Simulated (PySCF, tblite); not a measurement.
# C₅H₈N₂S: a rotation path, then NMR shifts on frames

How do NMR shifts of C₅H₈N₂S (`CCc1nc(C)ns1`) change as the atoms move?

Programs: tblite 0.8.0 and PySCF 2.14.0, with density-fitted response routines of our own. Each step states its level of theory. These are calculated values for one molecule in the gas phase, unless marked as measured. Atoms count from 0, in the outputs and in this text.

## 1. Starting geometry

16 atoms, charge 0, multiplicity 1; geometry from: GFN2-xTB.

Bonds of the start (Å): C0–C1 1.52, C1–C2 1.48, C2–N3 1.29, N3–C4 1.35, C4–C5 1.48, C4–N6 1.31, N6–S7 1.63, S7–C2 1.75, C0–H8 1.09, C0–H9 1.09, C0–H10 1.09, C1–H11 1.09, C1–H12 1.10, C5–H13 1.09, C5–H14 1.09, C5–H15 1.09.

## 2. The rotation path with GFN2-xTB

The job: settings as JSON, then the geometry in Å.

```
{"job": {"kind": "neb", "xc": "GFN2-xTB", "basis": "xTB", "atoms": [7, 2, 1, 0], "turn": 120}, "charge": 0, "multiplicity": 1}
C     -2.817949    -0.338932     0.161717
C     -1.706421     0.466353    -0.499227
C     -0.356169    -0.041771    -0.161619
N      0.738862     0.640363    -0.217086
C      1.796103    -0.130719     0.132345
C      3.170904     0.426810     0.145542
N      1.556540    -1.372729     0.456157
S     -0.040809    -1.687515     0.345749
H     -2.776689    -1.379438    -0.154060
H     -2.722001    -0.304737     1.244561
H     -3.788376     0.066647    -0.112348
H     -1.757370     1.516873    -0.203440
H     -1.821241     0.431531    -1.587898
H      3.218678     1.263402     0.839913
H      3.423962     0.796833    -0.846206
H      3.874379    -0.344027     0.444490
```

Method: GFN2-xTB climbing-image nudged elastic band, gas phase.

On the command line:

```console
$ OMP_NUM_THREADS=1 python probes_run.py task.json out
```

The driver reads the jobs from task.json and runs them one after another.

The program printed:

```text
image   E - E0 / eV
  0       0.0000
  1       0.0023
  2       0.0034
  3       0.0061
  4       0.0112
  5       0.0172
  6       0.0222
  7       0.0256
  8       0.0260
```

Run time: 1.7 s. Hardware: 1 thread of Arm Neoverse V2, shared host; peak memory 0.18 GiB.

The final band, with the dihedral S7–C2–C1–C0:

```tsv
image	dihedral (°)	energy (eV)	energy (kcal/mol)
0	24	0.000	0.0
1	37	0.002	0.1
2	51	0.003	0.1
3	66	0.006	0.1
4	82	0.011	0.3
5	97	0.017	0.4
6	112	0.022	0.5
7	128	0.026	0.6
8	144	0.026	0.6
```

## 3. Shielding tensors: image 0, PBE0/pcSseg-1

The job: settings as JSON, then the geometry in Å.

```
{"job": {"kind": "nmr", "xc": "PBE0", "basis": "pcSseg-1", "pop": false}, "charge": 0, "multiplicity": 1}
C     -2.817900    -0.338900     0.161700
C     -1.706400     0.466400    -0.499200
C     -0.356200    -0.041800    -0.161600
N      0.738900     0.640400    -0.217100
C      1.796100    -0.130700     0.132300
C      3.170900     0.426800     0.145500
N      1.556500    -1.372700     0.456200
S     -0.040800    -1.687500     0.345700
H     -2.776700    -1.379400    -0.154100
H     -2.722000    -0.304700     1.244600
H     -3.788400     0.066600    -0.112300
H     -1.757400     1.516900    -0.203400
H     -1.821200     0.431500    -1.587900
H      3.218700     1.263400     0.839900
H      3.424000     0.796800    -0.846200
H      3.874400    -0.344000     0.444500
```

Method: GIAO PBE0/pcSseg-1 NMR shielding, non-relativistic, gas phase.

The program printed:

```text
coarse grid: 14144 points
cycle   1  E = -702.3931232790  dE =  1.365e+00  |g| = 4.860e-01  |ddm| = 3.836e+00
cycle   2  E = -702.3361428283  dE =  5.698e-02  |g| = 7.139e-01  |ddm| = 1.037e+00
cycle   3  E = -702.4446022821  dE = -1.085e-01  |g| = 1.449e-01  |ddm| = 6.829e-01
cycle   4  E = -702.4492549088  dE = -4.653e-03  |g| = 4.082e-02  |ddm| = 1.559e-01
cycle   5  E = -702.4496235109  dE = -3.686e-04  |g| = 1.525e-02  |ddm| = 5.333e-02
cycle   6  E = -702.4496736052  dE = -5.009e-05  |g| = 5.694e-03  |ddm| = 2.016e-02
cycle   7  E = -702.4496804565  dE = -6.851e-06  |g| = 1.741e-03  |ddm| = 5.817e-03
final grid: 132752 points
cycle   8  E = -702.4963394343  dE = -3.333e-05  |g| = 9.509e-03  |ddm| = 3.231e-02
cycle   9  E = -702.4963204321  dE =  1.900e-05  |g| = 1.297e-02  |ddm| = 1.976e-02
cycle  10  E = -702.4963604987  dE = -4.007e-05  |g| = 1.488e-03  |ddm| = 1.314e-02
cycle  11  E = -702.4963610519  dE = -5.532e-07  |g| = 3.703e-04  |ddm| = 1.815e-03
cycle  12  E = -702.4963610754  dE = -2.349e-08  |g| = 1.809e-04  |ddm| = 3.998e-04
cycle  13  E = -702.4963610821  dE = -6.696e-09  |g| = 4.170e-05  |ddm| = 1.635e-04
cycle  14  E = -702.4963610825  dE = -3.722e-10  |g| = 2.304e-05  |ddm| = 6.668e-05
converged SCF energy = -702.4963610825

GIAO shielding tensors (ppm)
atom      isotropic    diamagn.    paramagn.     s11        s22        s33       span
  0 C      172.291     248.590     -76.299    158.721    172.854    185.297     26.576
  1 C      157.333     246.253     -88.920    146.621    152.547    172.831     26.210
  2 C      -16.985     265.529    -282.514    -92.225    -34.517     75.785    168.010
  3 N      -69.994     333.292    -403.285   -299.601   -103.006    192.626    492.227
  4 C       11.251     259.886    -248.635    -56.899     18.126     72.526    129.424
  5 C      165.238     244.912     -79.674    153.006    153.296    189.412     36.406
  6 N      -37.768     335.761    -373.529   -232.265    -72.668    191.629    423.894
  7 S       81.972    1060.052    -978.080   -132.772    175.611    203.077    335.849
  8 H       30.254      30.325      -0.071     25.502     29.777     35.482      9.979
  9 H       30.354      30.338       0.016     26.884     28.443     35.733      8.849
 10 H       30.192      27.193       2.999     25.255     27.581     37.741     12.486
 11 H       28.385      30.749      -2.364     22.283     28.460     34.412     12.129
 12 H       28.623      30.009      -1.386     24.016     27.507     34.346     10.330
 13 H       28.886      27.721       1.164     24.857     27.345     34.455      9.598
 14 H       28.882      27.513       1.369     24.805     27.371     34.470      9.666
 15 H       28.904      26.612       2.291     23.874     28.494     34.344     10.470
```

It took 18 s on 1 thread of Arm Neoverse V2, shared host; peak memory 0.82 GiB.

Shifts follow as δ = σ(reference) − σ, with reference shieldings (ppm) from runs at the same level and on the same kind of geometry: 1H TMS 31.72, 13C TMS 186.9, 15N NH3 267.7, 33S CS2 504. The references are single molecules in the gas phase, so shifts against H2O, NH3, PH3, H3PO4 or CFCl3 are not on the usual liquid scales and can be off by tens of ppm. Each atom is listed at this fixed geometry, with no averaging over motion; a spectrum would average atoms that exchange fast.

```tsv
atoms	environment	σ (ppm)	δ (ppm)
C2	substituted aromatic carbon next to a ring nitrogen	-17.0	203.9
C4	substituted aromatic carbon next to a ring nitrogen	11.3	175.7
C1	sp3 CH2 on an aromatic ring	157.3	29.6
C5	methyl carbon on an aromatic ring	165.2	21.7
C0	methyl carbon	172.3	14.6
H11	hydrogen on an sp3 CH2 on an aromatic ring	28.38	3.33
H12	hydrogen on an sp3 CH2 on an aromatic ring	28.62	3.09
H14	hydrogen on a methyl carbon on an aromatic ring	28.88	2.83
H13	hydrogen on a methyl carbon on an aromatic ring	28.89	2.83
H15	hydrogen on a methyl carbon on an aromatic ring	28.90	2.81
H10	hydrogen on a methyl carbon	30.19	1.52
H8	hydrogen on a methyl carbon	30.25	1.46
H9	hydrogen on a methyl carbon	30.35	1.36
N3	pyridine-type nitrogen of an azole	-70.0	337.7
N6	pyridine-type nitrogen of an azole	-37.8	305.5
S7	aromatic ring sulfur	82	422
```

Ring of atoms C2, N3, C4, N6, S7: NICS(0) -12.3, NICS(1) -11.9, NICS(1)zz -28.2 ppm (means of both faces).

## 4. NMR shieldings: image 4, PBE0/pcSseg-1

The job: settings as JSON, then the geometry in Å.

```
{"job": {"kind": "nmr", "xc": "PBE0", "basis": "pcSseg-1", "pop": false}, "charge": 0, "multiplicity": 1}
C     -2.651400    -0.056000     0.455500
C     -1.750400     0.227300    -0.749100
C     -0.357600    -0.213600    -0.500500
N      0.614600     0.544500    -0.117000
C      1.753500    -0.175500     0.020700
C      3.020100     0.467300     0.448600
N      1.693800    -1.454300    -0.235800
S      0.180300    -1.870300    -0.684000
H     -2.660300    -1.117800     0.692100
H     -2.296300     0.492900     1.324200
H     -3.669100     0.258700     0.237600
H     -1.730200     1.301100    -0.941500
H     -2.141700    -0.288200    -1.628700
H      2.899900     0.890900     1.443300
H      3.273500     1.274700    -0.235000
H      3.813900    -0.272600     0.458300
```

Level: GIAO PBE0/pcSseg-1 NMR shielding, non-relativistic, gas phase.

The program printed:

```text
coarse grid: 14144 points
cycle   1  E = -702.3933699170  dE =  1.350e+00  |g| = 4.843e-01  |ddm| = 3.818e+00
cycle   2  E = -702.3367716076  dE =  5.660e-02  |g| = 7.103e-01  |ddm| = 1.022e+00
cycle   3  E = -702.4446721817  dE = -1.079e-01  |g| = 1.412e-01  |ddm| = 6.718e-01
cycle   4  E = -702.4490656053  dE = -4.393e-03  |g| = 4.161e-02  |ddm| = 1.495e-01
cycle   5  E = -702.4494547974  dE = -3.892e-04  |g| = 1.430e-02  |ddm| = 5.074e-02
cycle   6  E = -702.4494977183  dE = -4.292e-05  |g| = 5.971e-03  |ddm| = 1.947e-02
cycle   7  E = -702.4495054204  dE = -7.702e-06  |g| = 1.737e-03  |ddm| = 6.098e-03
final grid: 132752 points
cycle   8  E = -702.4964307162  dE = -3.102e-05  |g| = 9.719e-03  |ddm| = 2.941e-02
cycle   9  E = -702.4964098574  dE =  2.086e-05  |g| = 1.343e-02  |ddm| = 1.992e-02
cycle  10  E = -702.4964527616  dE = -4.290e-05  |g| = 1.436e-03  |ddm| = 1.316e-02
cycle  11  E = -702.4964532743  dE = -5.127e-07  |g| = 3.741e-04  |ddm| = 1.736e-03
cycle  12  E = -702.4964532996  dE = -2.534e-08  |g| = 1.638e-04  |ddm| = 3.839e-04
cycle  13  E = -702.4964533051  dE = -5.499e-09  |g| = 4.129e-05  |ddm| = 1.500e-04
cycle  14  E = -702.4964533055  dE = -3.847e-10  |g| = 1.841e-05  |ddm| = 5.836e-05
converged SCF energy = -702.4964533055

GIAO shielding tensors (ppm)
atom      isotropic    diamagn.    paramagn.     s11        s22        s33       span
  0 C      166.289     246.673     -80.384    151.912    161.575    185.379     33.467
  1 C      157.039     247.009     -89.970    139.760    157.173    174.184     34.424
  2 C      -15.963     264.824    -280.788    -96.698    -37.978     86.786    183.484
  3 N      -70.371     332.626    -402.997   -294.810   -102.764    186.460    481.270
  4 C       11.840     259.181    -247.341    -55.552     18.016     73.055    128.607
  5 C      165.506     244.798     -79.292    153.014    153.854    189.649     36.635
  6 N      -44.408     335.184    -379.593   -235.721    -71.365    173.861    409.582
  7 S       81.581    1059.777    -978.196   -136.492    178.548    202.685    339.177
  8 H       30.540      29.912       0.628     25.951     30.105     35.564      9.613
  9 H       30.263      30.255       0.008     25.834     29.208     35.747      9.913
 10 H       30.260      27.474       2.786     26.230     26.791     37.758     11.528
 11 H       28.441      30.738      -2.298     23.677     27.648     33.997     10.321
 12 H       28.638      30.389      -1.751     24.284     28.117     33.513      9.229
 13 H       28.922      28.089       0.833     24.972     27.334     34.462      9.490
 14 H       28.905      27.495       1.409     24.781     27.423     34.509      9.728
 15 H       28.896      26.553       2.344     23.870     28.475     34.343     10.473
```

Wall time 18 s (1 thread of Arm Neoverse V2, shared host); peak memory 0.89 GiB.

In short: δ C2 202.9, C4 175.1, C1 29.9, C5 21.4, H11 3.28, H12 3.08 ppm.

## 5. Nuclear shieldings: image 8, PBE0/pcSseg-1

The job: settings as JSON, then the geometry in Å.

```
{"job": {"kind": "nmr", "xc": "PBE0", "basis": "pcSseg-1", "pop": false}, "charge": 0, "multiplicity": 1}
C     -2.437100     0.285900     0.561000
C     -1.830400    -0.107500    -0.783400
C     -0.373200    -0.355300    -0.669600
N      0.451400     0.289500     0.084700
C      1.709300    -0.188600    -0.068200
C      2.840300     0.389700     0.698300
N      1.883800    -1.171400    -0.910000
S      0.460000    -1.591500    -1.590000
H     -2.323000    -0.523500     1.277500
H     -1.931900     1.164200     0.952000
H     -3.495600     0.503700     0.444300
H     -1.985700     0.703700    -1.502300
H     -2.315900    -1.001100    -1.180700
H      2.654700     0.275900     1.764600
H      2.924700     1.453000     0.482400
H      3.761000    -0.117600     0.427900
```

With the program's defaults for keys left out, this is: GIAO PBE0/pcSseg-1 NMR shielding, non-relativistic, gas phase.

The program printed:

```text
coarse grid: 14144 points
cycle   1  E = -702.3915509168  dE =  1.355e+00  |g| = 4.916e-01  |ddm| = 3.831e+00
cycle   2  E = -702.3296200655  dE =  6.193e-02  |g| = 7.313e-01  |ddm| = 1.061e+00
cycle   3  E = -702.4447233990  dE = -1.151e-01  |g| = 1.405e-01  |ddm| = 7.043e-01
cycle   4  E = -702.4490744181  dE = -4.351e-03  |g| = 4.156e-02  |ddm| = 1.522e-01
cycle   5  E = -702.4494584106  dE = -3.840e-04  |g| = 1.453e-02  |ddm| = 5.110e-02
cycle   6  E = -702.4495030489  dE = -4.464e-05  |g| = 5.984e-03  |ddm| = 1.972e-02
cycle   7  E = -702.4495107155  dE = -7.667e-06  |g| = 1.838e-03  |ddm| = 6.196e-03
final grid: 132752 points
cycle   8  E = -702.4969078560  dE = -3.091e-05  |g| = 9.726e-03  |ddm| = 2.903e-02
cycle   9  E = -702.4968860724  dE =  2.178e-05  |g| = 1.360e-02  |ddm| = 1.988e-02
cycle  10  E = -702.4969298058  dE = -4.373e-05  |g| = 1.450e-03  |ddm| = 1.328e-02
cycle  11  E = -702.4969303237  dE = -5.179e-07  |g| = 4.149e-04  |ddm| = 1.819e-03
cycle  12  E = -702.4969303564  dE = -3.268e-08  |g| = 1.555e-04  |ddm| = 4.107e-04
cycle  13  E = -702.4969303612  dE = -4.834e-09  |g| = 4.531e-05  |ddm| = 1.465e-04
cycle  14  E = -702.4969303616  dE = -4.370e-10  |g| = 2.155e-05  |ddm| = 6.380e-05
converged SCF energy = -702.4969303616

GIAO shielding tensors (ppm)
atom      isotropic    diamagn.    paramagn.     s11        s22        s33       span
  0 C      172.281     246.813     -74.531    160.503    171.500    184.841     24.338
  1 C      157.844     247.691     -89.847    143.720    156.284    173.527     29.807
  2 C      -14.971     264.534    -279.505    -95.541    -33.468     84.096    179.637
  3 N      -66.633     332.494    -399.127   -302.137   -106.303    208.540    510.677
  4 C       11.625     258.321    -246.696    -56.147     18.504     72.518    128.666
  5 C      165.258     244.941     -79.683    152.893    153.426    189.456     36.563
  6 N      -40.741     334.698    -375.438   -231.373    -68.142    177.293    408.666
  7 S       72.774    1059.370    -986.596   -152.901    171.564    199.661    352.562
  8 H       30.544      30.299       0.245     26.992     28.514     36.126      9.134
  9 H       29.433      30.683      -1.250     23.966     28.885     35.449     11.483
 10 H       30.480      27.665       2.815     25.615     27.862     37.962     12.347
 11 H       28.638      29.819      -1.180     24.368     27.450     34.098      9.730
 12 H       28.610      30.423      -1.813     22.829     29.561     33.442     10.613
 13 H       28.887      28.284       0.603     24.820     27.511     34.330      9.510
 14 H       28.881      27.921       0.960     24.792     27.451     34.401      9.608
 15 H       28.896      26.502       2.394     23.878     28.388     34.422     10.544
```

Wall time 18 s (1 thread of Arm Neoverse V2, shared host); peak memory 0.89 GiB.

In short: δ C2 201.9, C4 175.3, C1 29.1, C5 21.7, H12 3.11, H11 3.08 ppm.

## 6. Side by side: NMR shifts

Shifts (ppm) of some atoms, chosen among heavy atoms and hydrogens apart, with basis size and wall time:

```tsv
frame	C2	C0	H8	H9	N3	N6	S7	functions	time
image 0	203.9	14.6	1.46	1.36	337.7	305.5	422	183	18 s
image 4	202.9	20.6	1.18	1.45	338.1	312.1	422	183	18 s
image 8	201.9	14.6	1.17	2.28	334.4	308.5	431	183	18 s
```

## 7. Results

| quantity | value |
| --- | --- |
| barrier | 0.026 eV (0.6 kcal/mol) at image 8 |
| end to end (GFN2-xTB) | 0.026 eV |
| 13C shifts against TMS (PBE0/pcSseg-1, image 0) | 203.9, 175.7, 29.6, 21.7, 14.6 ppm |
| 1H shifts against TMS (PBE0/pcSseg-1, image 0) | 3.33, 3.09, 2.83, 2.83, 2.81, 1.52, 1.46, 1.36 ppm |
| 15N shifts against NH3 (PBE0/pcSseg-1, image 0) | 337.7, 305.5 ppm |
| 33S shifts against CS2 (PBE0/pcSseg-1, image 0) | 422 ppm |
| range of the shift of S7 | 422 to 431 ppm |

What this shows: Along the band the dihedral turns by 121°, and the top (dihedral 144°) lies 0.6 kcal/mol above the start (GFN2-xTB, rough), so at room temperature this motion is fast. Ends this close can change order at a higher level. The top is the band's fixed end, so this is the step from end to end, not a climb to a saddle. Shifts at one fixed geometry are not the observed spectrum, which averages over the motion. In the first frame run (image 0): The largest span, 492 ppm, is at N3, where the paramagnetic term is -403 ppm. NICS(1)zz of -28 ppm above the planar ring from C2 marks a diatropic (aromatic) ring current. In ppm, S7 moves most: its shift spreads over 9 ppm, from 422 (image 0) to 431 (image 8).
